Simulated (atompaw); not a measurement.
# A PAW (atompaw) potential for As, from input to tests

Task: generate the file, and judge it by its logarithmic derivatives, its ghosts and its cutoff.

Method: atompaw 4.2.0.5, PBEsol, scalar-relativistic.

**1. Starting point**

Typed settings, in words:

```
element                 : arsenic (As, Z = 33)
type                    : PAW
frozen core             : [Ar]
valence charge          : 15
reference configuration : 3d10 4s1 4p4
partial waves           : 4s (bound): rc 1.55 bohr; 4s channel at -0.4 Ry: rc 1.55 bohr; 4p (bound): rc 1.55 bohr; 4p channel at 3.25 Ry: rc 1.55 bohr; 3d (bound): rc 1.05 bohr; 3d channel at -2.3 Ry: rc 1.05 bohr
local potential         : troulliermartins scheme with l = 3 at 0 Ry, radius 1.25 bohr
core correction         : smooth core density matched at 1.20 bohr
augmentation charge     : sinc compensation charge, radius 1.40 bohr; PAW radius 1.55 bohr; waves and projectors: custom rrkj vanderbiltortho
```

**2. Generation**

Contents of As.input:

```
As 33
GGA-PBESOL scalarrelativistic loggrid 1500 logderivrange -5 5 251
4 4 3 0 0 0
4 0 1
4 1 4
0 0 0
c
c
c
v
c
c
v
v
2
1.55 1.40 1.25 1.20
y
-0.4
n
y
3.25
n
y
-2.3
n
custom rrkj vanderbiltortho sinc
3 0 troulliermartins
1.55
1.55
1.55
1.55
1.05
1.05
PWSCFOUT
UPFDX 0.0125d0 UPFXMIN -7.d0 UPFZMESH 33.d0
END
```

Launch:

```sh
$ atompaw < As.input > As.log
```

Q: Predict the outcome of this session. Wanted: cutoffs for 10 and 1 mRy, occupied levels; bound ghosts; largest phase difference near zero energy, channels read; lowest eigenvalue of the overlap; share of valence orbitals outside the PAW sphere; UPF file.

**Answer**, as computed:

| quantity | value |
| --- | --- |
| cutoffs for 10 and 1 mRy, occupied levels | 140 Ry and 230 Ry |
| bound ghosts | s at -68.75 eV |
| largest phase difference near zero energy, channels read | 0.002 rad |
| lowest eigenvalue of the overlap (Bessel basis) | 0.377 (s) |
| share of valence orbitals outside the PAW sphere | 4s 67 %, 4p 84 %, 3d 2 % |
| UPF file | written |

**Reading.** A bound ghost (s) makes it unfit for use: electrons can fall into a state that the atom doesn't have. By its cutoff, 140 Ry for the looser tolerance, it is very hard. The slowest occupied level is 3d: taken alone it needs 140 Ry to come within 1 mRy, against 21 Ry for 4p. Near zero energy the phases of the channels with partial waves agree within 0.002 rad. All of this concerns the isolated atom, not yet a solid.
